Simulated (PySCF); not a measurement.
F3Sc, in a box:

```
F Sc
1.0
    11.00000    0.00000    0.00000
     0.00000   13.00000    0.00000
     0.00000    0.00000   12.00000
F Sc
3 1
Direct
  0.57008 0.54110 0.61102
  0.47623 0.38167 0.42908
  0.43229 0.62156 0.39465
  0.49288 0.51480 0.47825
```

Base run:

```yaml
Program: PySCF 2.14.0
Functional: SCAN
Dispersion: D3(BJ)
Potentials_or_basis: 6-31g* (all-electron)
k_mesh: 1 × 1 × 1
Occupations: fixed
Spin: no spin polarisation
```

Its results: gap between the frontier levels 6.29 eV.

After a change of settings the same cell gave: gap between the frontier levels 10.96 eV. Which change was it?
A. functional from SCAN to BHandHLYP; dispersion from D3(BJ) to D3
B. functional from SCAN to PBE; dispersion from D3(BJ) to none
C. functional from SCAN to HSE03
D. functional from SCAN to B3LYP5

A.

Caveats: this is a molecule in a periodic box at the Γ point, so its band gap is the HOMO-LUMO gap; the basis of atomic orbitals isn't converged, which shifts pressures, moduli and gaps.
